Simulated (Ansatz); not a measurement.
# H9NO2Si (built from SMILES N[SiH3].O.O): search for a transition state, part 2 of 3

Ansatz 0.2.0, Gaussian basis; PBE0-D4. The steps go on from the part before.

### Step 5. Saddle search in triple zeta

The search itself is an outer loop (partitioned rational-function steps, Bofill update of the Hessian). Each step is one single-point run with forces. It stops when the largest force is under 0.018 eV/Å and the followed curvature is negative. The first step's input:

saddle/in.yaml

```yaml
crystal:
  periodic: [false, false, false]
  atoms:
    - {symbol: Si, position_ang: [-0.641074, -0.575135, 0.519225]}
    - {symbol: H, position_ang: [0.720097, 0.446866, 0.849932]}
    - {symbol: H, position_ang: [-1.800416, -1.429405, -0.008999]}
    - {symbol: H, position_ang: [-0.095830, -1.496218, 1.571002]}
    - {symbol: N, position_ang: [-1.591168, 0.834382, 0.809203]}
    - {symbol: H, position_ang: [1.163422, -0.055348, -1.257421]}
    - {symbol: O, position_ang: [0.236485, -0.834205, -1.048742]}
    - {symbol: H, position_ang: [1.430367, 0.772527, 0.011863]}
    - {symbol: O, position_ang: [1.945128, 0.768445, -0.977061]}
    - {symbol: H, position_ang: [-2.602297, 0.777333, 0.814567]}
    - {symbol: H, position_ang: [-1.225981, 1.660079, 1.266652]}
    - {symbol: H, position_ang: [-0.327915, -1.196828, -1.740291]}
    - {symbol: H, position_ang: [2.789381, 0.327607, -0.809828]}
basis:
  gaussian: {orbitals: def2-TZVP}
hamiltonian: {xc: pbe0, dispersion: d4}
output: {forces: true}
scf: {lower_state_search: off}
```

Command:

```sh
> ansatz run in.yaml --threads 8 --pin off --events-out ev --progress --plain --max-ram 19148MiB
```

Step by step:

| step | energy (eV) | largest force (eV/Å) | followed curvature (eV/Å²) |
| --- | --- | --- | --- |
| 1 | -13601.52781 | 0.2847 | -11.03 |
| 2 | -13601.54420 | 0.3077 | -11.02 |
| 3 | -13601.54652 | 0.2542 | -11.01 |
| 4 | -13601.54521 | 0.1757 | -11.01 |
| 5 | -13601.54017 | 0.6631 | -11.01 |
| 6 | -13601.53106 | 1.0850 | -11.01 |
| 7 | -13601.54368 | 0.2605 | -11.02 |
| 8 | -13601.54657 | 0.0645 | -11.02 |
| 9 | -13601.54718 | 0.0729 | -11.03 |
| 10 | -13601.54669 | 0.0920 | -11.03 |
| 11 | -13601.54798 | 0.1476 | -11.03 |
| 12 | -13601.54846 | 0.0379 | -11.04 |
| 13 | -13601.54855 | 0.0295 | -11.05 |
| 14 | -13601.54859 | 0.0178 | -11.04 |

The 14 steps took 12 s in all (8 threads of Arm Neoverse V2, shared host).

Geometry at the end of the search:

```
Si   -0.6414   -0.5978    0.5225
H     0.7334    0.3817    0.8873
H    -1.8139   -1.4079   -0.0175
H    -0.1426   -1.5250    1.5776
N    -1.5457    0.8272    0.8004
H     1.1288   -0.0907   -1.2223
O     0.2447   -0.8851   -1.0104
H     1.4116    0.7390    0.0533
O     1.8805    0.7940   -0.9610
H    -2.5507    0.8213    0.7475
H    -1.1620    1.6543    1.2240
H    -0.3290   -1.1893   -1.7176
H     2.7865    0.4783   -0.8837
```

Followed mode, largest move set to 1: H8 (-0.61, -0.17, 0.77); H6 (0.80, 0.58, 0.02); H2 (0.51, 0.34, -0.21); Si1 (-0.25, -0.26, -0.29).

### Step 6. Checking the order of the point

vib/in.yaml

```yaml
crystal:
  periodic: [false, false, false]
  atoms:
    - {symbol: Si, position_ang: [-0.641384, -0.597765, 0.522508]}
    - {symbol: H, position_ang: [0.733400, 0.381743, 0.887278]}
    - {symbol: H, position_ang: [-1.813886, -1.407881, -0.017497]}
    - {symbol: H, position_ang: [-0.142632, -1.525022, 1.577586]}
    - {symbol: N, position_ang: [-1.545651, 0.827246, 0.800391]}
    - {symbol: H, position_ang: [1.128763, -0.090686, -1.222269]}
    - {symbol: O, position_ang: [0.244679, -0.885134, -1.010377]}
    - {symbol: H, position_ang: [1.411613, 0.738967, 0.053341]}
    - {symbol: O, position_ang: [1.880521, 0.793967, -0.961038]}
    - {symbol: H, position_ang: [-2.550661, 0.821343, 0.747482]}
    - {symbol: H, position_ang: [-1.162048, 1.654315, 1.224039]}
    - {symbol: H, position_ang: [-0.328991, -1.189335, -1.717650]}
    - {symbol: H, position_ang: [2.786478, 0.478341, -0.883694]}
basis:
  gaussian: {orbitals: def2-TZVP}
hamiltonian: {xc: pbe0, dispersion: d4}
phonons: {temperatures: {t_min: 298.15, t_max: 900, t_step: 200}}
```

Command:

```sh
> ansatz run in.yaml --threads 8 --pin off --events-out ev --progress --plain --max-ram 19148MiB
```

The log of the run, shortened:

```text
Functional definition: PBE0
  name "PBE0"
  cite "Adamo & Barone, J. Chem. Phys. 110, 6158 (1999) doi:10.1063/1.478522"
  cite "Perdew, Burke & Ernzerhof, Phys. Rev. Lett. 77, 3865 (1996) doi:10.1103/PhysRevLett.77.3865"
  parent pbe
[...]
1121 factors; their error is unknown
[...]
mean field -13601.37004213 eV, -499.8411297087 hartree, gradient 6.6e-5 eV, S^2 0.000000; 0 other end points of the search recorded, 0 dependent functions left out
[...]
WARN: phonons: modes at or below zero, which the zero-point energy, F, S and C_V leave out: 1, the lowest at -1165.80 cm⁻¹. A minimum has none, and a first-order saddle one
[...]
Atom 11 at    -0.328991    -1.189335    -1.717650 Å, force    -0.006680    -0.000362    -0.005546 eV/Å
Atom 12 at     2.786478     0.478341    -0.883694 Å, force     0.017813    -0.012144     0.004445 eV/Å
Dipole moment:     0.370350     0.101766    -0.410327 e Å
Vibrations: -1165.80 78.11 190.15 330.91 334.81 416.67 437.48 518.23 542.20 585.25 642.98 674.83 694.45 814.43 865.76 925.71 992.11 1040.18 1073.86 1107.19 1270.82 1472.94 1542.07 1565.39 1596.60 1730.24 1998.16 2057.54 2175.23 3605.69 3718.93 3866.59 3888.50 cm⁻¹, zero-point energy 2.650412 eV
```

Wall time 63 s (8 threads of Arm Neoverse V2, shared host).

The modes, with what each moves most:

| mode | wavenumber (cm⁻¹) | character |
| --- | --- | --- |
| 1 | 1166i | changes H6–O9, H2–H8, Si1–H2, H6–O7, H8–O9 |
| 2 | 78 | torsion |
| 3 | 190 | bend |
| 4 | 331 | torsion |
| 5 | 335 | torsion with bend |
| 6 | 417 | bend with torsion |
| 7 | 437 | torsion |
| 8 | 518 | torsion |
| 9 | 542 | torsion with bend |
| 10 | 585 | Si–O stretch |
| 11 | 643 | O–H stretch with bend |
| 12 | 675 | bend with torsion |
| 13 | 694 | bend |
| 14 | 814 | bend |
| 15 | 866 | Si–N stretch |
| 16 | 926 | not assigned (largely outside the bonds, angles and torsions drawn) |
| 17 | 992 | bend with torsion |
| 18 | 1040 | bend with torsion |
| 19 | 1074 | bend |
| 20 | 1107 | bend |
| 21 | 1271 | not assigned (largely outside the bonds, angles and torsions drawn) |
| 22 | 1473 | bend |
| 23 | 1542 | not assigned (largely outside the bonds, angles and torsions drawn) |
| 24 | 1565 | bend |
| 25 | 1597 | not assigned (largely outside the bonds, angles and torsions drawn) |
| 26 | 1730 | not assigned (largely outside the bonds, angles and torsions drawn) |
| 27 | 1998 | Si–H stretch |
| 28 | 2058 | O–H stretch with bend |
| 29 | 2175 | Si–H stretch |
| 30 | 3606 | N–H stretch |
| 31 | 3719 | N–H stretch |
| 32 | 3867 | O–H stretch |
| 33 | 3888 | O–H stretch |

Vibrational sums (real modes only):

| T (K) | entropy (J/mol/K) | heat capacity (J/mol/K) |
| --- | --- | --- |
| 298 | 58.3 | 81.1 |
| 498 | 112.5 | 131.1 |
| 698 | 162.5 | 164.5 |
| 898 | 206.8 | 187.1 |

### Step 7. Relaxing after a step of 0.30 Å one way along the mode

downa/in.yaml

```yaml
crystal:
  periodic: [false, false, false]
  atoms:
    - {symbol: Si, position_ang: [-0.716847, -0.675789, 0.436185]}
    - {symbol: H, position_ang: [0.886652, 0.483649, 0.824415]}
    - {symbol: H, position_ang: [-1.876927, -1.444237, 0.000886]}
    - {symbol: H, position_ang: [-0.125069, -1.473743, 1.558175]}
    - {symbol: N, position_ang: [-1.512760, 0.810505, 0.800223]}
    - {symbol: H, position_ang: [1.369158, 0.084754, -1.215044]}
    - {symbol: O, position_ang: [0.183039, -0.914228, -0.973697]}
    - {symbol: H, position_ang: [1.227396, 0.688771, 0.284737]}
    - {symbol: O, position_ang: [1.830087, 0.714696, -1.062712]}
    - {symbol: H, position_ang: [-2.521323, 0.821961, 0.742342]}
    - {symbol: H, position_ang: [-1.141649, 1.647892, 1.214359]}
    - {symbol: H, position_ang: [-0.360979, -1.201694, -1.702284]}
    - {symbol: H, position_ang: [2.759424, 0.457561, -0.907486]}
basis:
  gaussian: {orbitals: def2-TZVP}
hamiltonian: {xc: pbe0, dispersion: d4}
relax: {f_tol: 0.005, max_steps: 200}
```

Command:

```sh
> ansatz run in.yaml --threads 8 --pin off --events-out ev --progress --plain --max-ram 19148MiB
```

The log of the run, shortened:

```text
[... 5 set-up lines as earlier in the session ...]
[...]
1121 factors; their error is unknown
[...]
mean field -13600.21747779 eV, -499.7987737501 hartree, gradient 5.2e-5 eV, S^2 0.000000; 0 other end points of the search recorded, 0 dependent functions left out
[...]
Atom 9 at    -1.845072     0.629692     1.222702 Å, force     0.003001     0.002224     0.001102 eV/Å
Atom 10 at    -0.168497     0.497075     1.238721 Å, force    -0.002120     0.001413    -0.000077 eV/Å
Atom 11 at    -0.968705    -0.243271    -2.141920 Å, force    -0.002346     0.002773    -0.001036 eV/Å
Atom 12 at     2.579026    -0.418874    -0.262599 Å, force    -0.003045     0.001771    -0.001293 eV/Å
Dipole moment:    -0.160401     0.084108    -0.172769 e Å
```

Wall time 57 s (8 threads of Arm Neoverse V2, shared host).

Step by step: (not every step is listed)

| step | energy from step 1 (eV) | largest force component (eV/Å) |
| --- | --- | --- |
| 1 | 0.0000 | 13.8540 |
| 2 | -2.1707 | 1.2742 |
| 3 | -2.3925 | 0.8522 |
| 4 | -2.6344 | 0.7100 |
| 5 | -2.7486 | 0.7376 |
| 6 | -2.8193 | 0.2243 |
| 7 | -2.8484 | 0.1488 |
| 8 | -2.8634 | 0.2078 |
| 9 | -2.8686 | 0.2952 |
| 12 | -2.8777 | 0.2444 |
| 15 | -2.8839 | 0.1320 |
| 18 | -2.8859 | 0.2353 |
| 21 | -2.8877 | 0.0298 |
| 24 | -2.8888 | 0.0852 |
| 27 | -2.8912 | 0.1319 |
| 30 | -2.8948 | 0.1824 |
| 33 | -2.8979 | 0.0672 |
| 36 | -2.8997 | 0.0602 |
| 39 | -2.9005 | 0.0353 |
| 42 | -2.9008 | 0.0250 |
| 45 | -2.9009 | 0.0223 |
| 48 | -2.9010 | 0.0071 |
| 49 | -2.9010 | 0.0070 |
| 50 | -2.9010 | 0.0066 |
| 51 | -2.9010 | 0.0068 |
| 52 | -2.9010 | 0.0044 |
| 53 | -2.9010 | 0.0047 |

Close pairs (by a distance rule), those that changed most:

| bond | before (Å) | after (Å) | change (Å) |
| --- | --- | --- | --- |
| H6–O9 | 0.795 | 0.968 | +0.173 |
| H2–H8 | 0.670 | 0.749 | +0.078 |
| Si1–H3 | 1.458 | 1.486 | +0.028 |
| Si1–N5 | 1.725 | 1.697 | -0.028 |
| Si1–H4 | 1.499 | 1.478 | -0.020 |
| Si1–O7 | 1.690 | 1.669 | -0.020 |
| O9–H13 | 0.977 | 0.959 | -0.017 |
| N5–H10 | 1.010 | 1.005 | -0.006 |

(Part 2 of 3 ends here.)
